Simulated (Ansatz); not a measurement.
# Pt: the cost of one run

Program: Ansatz 0.2.0. Level of theory: DFT r2SCAN, scalar-relativistic, plane waves, PAW. These are calculated values, not measurements.

1 further run of the same task is left out (it didn't finish). Runs told in other sessions of the task aren't counted.

### 1 The system as given

The structure is hexagonal, space group P6_3/mmc (No. 194). Conventional cell: a = 2.761 Å, b = 2.761 Å, c = 4.792 Å, α = 90.00°, β = 90.00°, γ = 120.00°. Pt (site symmetry -6m2) is surrounded by 12 Pt at 2.76 to 2.88 Å.

As a file:

```
CELL_PARAMETERS angstrom
2.76067 0.00000 0.00000
-1.38033 2.39081 0.00000
0.00000 0.00000 4.79213
ATOMIC_POSITIONS crystal
Pt 0.66667 0.33333 0.75000
Pt 0.33333 0.66667 0.25000
```

It goes back to an entry of the Materials Project, which need not be the stable form.

No relaxation comes first: the listed cell is the starting point.

### 2 The reference cell

The reference gives a free energy of -25073.4531 eV, pressure -6.42 GPa, largest force 0.000 eV/Å and gap on the mesh none (metal). It was computed beforehand with the settings of the runs below.

### 3 Next: energy and stress against strain

The cell is strained by ε times the Voigt pattern (1, -1, 0, 0, 0, 0) (xx, yy, zz, yz, xz, xy; engineering shear), with fractional coordinates fixed (clamped ions). The stress on the pattern is the sum of the stress components weighted by it, tension positive.

### 4 Point ε = -0.1000

Input file input.yaml:

```yaml
crystal:
  lattice:
    - [2.4845990542, 0.0, 0.0]
    - [-1.2422995271, 2.6298872101, 0.0]
    - [0.0, 0.0, 4.792134]
  atoms:
    - { symbol: Pt, position: [0.6666666667, 0.3333333333, 0.75] }
    - { symbol: Pt, position: [0.3333333333, 0.6666666667, 0.25] }
basis:
  ecutwfc: 500
kpoints:
  mp_grid: { grid: [18, 18, 10] }
hamiltonian:
  xc: r2scan
scf:
  occupations: { method: gaussian, width: 0.15 }
output:
  forces: true
  stress: true
  eigenvalues: true
```

Command:

```console
$ ansatz run input.yaml --threads 1 --pin off --max-ram 2560MiB --backend cpu --events-out ev --progress --plain --runs-dir out
```

What time and memory should one allow on 1 thread of Intel Xeon at 2.50GHz (Skylake/Cascade Lake), shared host?

About 65 s, with a peak of 0.69 GiB.
